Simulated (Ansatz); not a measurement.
# N started on an O site and an O vacancy in perovskite BaZrO3, 9 atoms, charge +1

Which settings matter for this cell? A base run comes first, then runs with one to three settings changed.

Program: Ansatz 0.2.0, PAW, plane waves. These are calculated values, not measurements.

## (1) The starting cell

9 atoms (2 Ba, 2 Zr, 4 O, 1 N); a = 8.362 Å, b = 4.181 Å, c = 4.181 Å, α = 90.00°, β = 90.00°, γ = 90.00°. All atoms were shaken off their sites by about 0.10 Å along each axis. Defect site 1: (0.500, 0.500, 0.500). Defect site 2: (0.250, 0.500, 0.000). Starting moments add up to 2 μB.

## (2) PBEsol on the given atoms

File in.yaml:

```yaml
crystal:
  lattice:
    - [8.361961, 0.000000, 0.000000]
    - [0.000000, 4.180980, 0.000000]
    - [0.000000, 0.000000, 4.180980]
  atoms:
    - { symbol: Ba, position: [0.004504, 0.985118, 0.002869] }
    - { symbol: Ba, position: [0.516497, 0.989958, 0.054523] }
    - { symbol: Zr, position: [0.243747, 0.490312, 0.499907], spin: 0.667 }
    - { symbol: Zr, position: [0.731350, 0.465269, 0.503727], spin: 0.667 }
    - { symbol: O, position: [0.745698, 0.517642, 0.005196] }
    - { symbol: O, position: [0.990216, 0.437117, 0.510967] }
    - { symbol: O, position: [0.251606, 0.970414, 0.552442] }
    - { symbol: O, position: [0.759499, 0.020107, 0.450068] }
    - { symbol: N, position: [0.495050, 0.507289, 0.508891], spin: 0.667 }
kpoints:
  mp_grid: { grid: [2, 2, 2], shift: [0.5, 0.5, 0.5] }
hamiltonian:
  xc: pbesol
total_charge: 1
magnetization:
  spin_polarized: true
scf:
  occupations: { method: fermi_dirac, width: 0.01 }
output:
  forces: true
  eigenvalues: true
  populations: true
  charged_corrections: { epsilon: 40 }
```

Started as:

```
$ ansatz run in.yaml --threads 7 --pin off --max-ram 13300MiB --runs-dir r --events-out ev --progress --plain
```

## (3) Changed settings: accuracy low, occupations Fermi–Dirac, 1 extra band

Edit in.yaml of step 2 so:

```diff
@@ -1 +1,2 @@
+accuracy: low
 crystal:
@@ -24,2 +25,4 @@
   occupations: { method: fermi_dirac, width: 0.01 }
+  max_iter: 50
+  n_extra_bands: 1
 output:
@@ -27,3 +30,2 @@
   eigenvalues: true
-  populations: true
-  charged_corrections: { epsilon: 40 }
+  stress: true
```

## (4) Changed settings: cutoff 400 eV, charge changed by 1

Edit in.yaml of step 3 so:

```diff
@@ -1,2 +1 @@
-accuracy: low
 crystal:
@@ -18,5 +17,6 @@
   mp_grid: { grid: [2, 2, 2], shift: [0.5, 0.5, 0.5] }
+basis: { ecutwfc: 400 }
 hamiltonian:
   xc: pbesol
-total_charge: 1
+total_charge: 2
 magnetization:
@@ -25,4 +25,3 @@
   occupations: { method: fermi_dirac, width: 0.01 }
-  max_iter: 50
-  n_extra_bands: 1
+  max_iter: 70
 output:
```

## (5) Run again with density cutoff ratio 1

Edit in.yaml of step 4 so:

```diff
@@ -17,6 +17,6 @@
   mp_grid: { grid: [2, 2, 2], shift: [0.5, 0.5, 0.5] }
-basis: { ecutwfc: 400 }
+basis: { ecutrho_ratio: 1 }
 hamiltonian:
   xc: pbesol
-total_charge: 2
+total_charge: 1
 magnetization:
@@ -25,3 +25,3 @@
   occupations: { method: fermi_dirac, width: 0.01 }
-  max_iter: 70
+  max_iter: 90
 output:
```

## (6) Variant: xc grid 1, 60 extra bands

Edit in.yaml of step 5 so:

```diff
@@ -17,3 +17,3 @@
   mp_grid: { grid: [2, 2, 2], shift: [0.5, 0.5, 0.5] }
-basis: { ecutrho_ratio: 1 }
+basis: { xc_grid: 1 }
 hamiltonian:
@@ -25,3 +25,4 @@
   occupations: { method: fermi_dirac, width: 0.01 }
-  max_iter: 90
+  max_iter: 70
+  n_extra_bands: 60
 output:
```

## (7) Changed settings: smearing width 0.03 eV, mixer linear

Edit in.yaml of step 6 so:

```diff
@@ -17,3 +17,2 @@
   mp_grid: { grid: [2, 2, 2], shift: [0.5, 0.5, 0.5] }
-basis: { xc_grid: 1 }
 hamiltonian:
@@ -24,5 +23,5 @@
 scf:
-  occupations: { method: fermi_dirac, width: 0.01 }
+  occupations: { method: fermi_dirac, width: 0.03 }
   max_iter: 70
-  n_extra_bands: 60
+  mixing: { algorithm: linear }
 output:
```

Q: Predict the outcome of this session. Wanted: for each run, settings; status; energy from base; forces from base.

As calculated:

| settings | status | cycles | time | energy from base (meV/atom) | forces from base (eV/Å rms) | filled to empty level on the mesh (eV) |
| --- | --- | --- | --- | --- | --- | --- |
| base | converged | 23 | 3.3 s (7 CPU threads) | 0 | 0 | 0.16 |
| accuracy low, occupations Fermi–Dirac, 1 extra band | refused | - | 0.1 s (7 CPU threads) | - | - | - |
| cutoff 400 eV, charge changed by 1 | converged | 17 | 2.4 s (7 CPU threads) | - | 0.329 | 0.25 |
| density cutoff ratio 1 | converged, settings too loose | 26 | 3.1 s (7 CPU threads) | -130.8 | 0.076 | 0.15 |
| xc grid 1, 60 extra bands | converged | 19 | 4.3 s (7 CPU threads) | 0.0 | 0.000 | 0.16 |
| smearing width 0.03 eV, mixer linear | refused | - | 0.1 s (7 CPU threads) | - | - | - |

Among these variants the forces move most with cutoff 400 eV, charge changed by 1 (0.329 eV/Å rms) and least with xc grid 1, 60 extra bands (0.000). 2 of 5 variants gave no result: accuracy low, occupations Fermi–Dirac, 1 extra band (refused); smearing width 0.03 eV, mixer linear (refused).
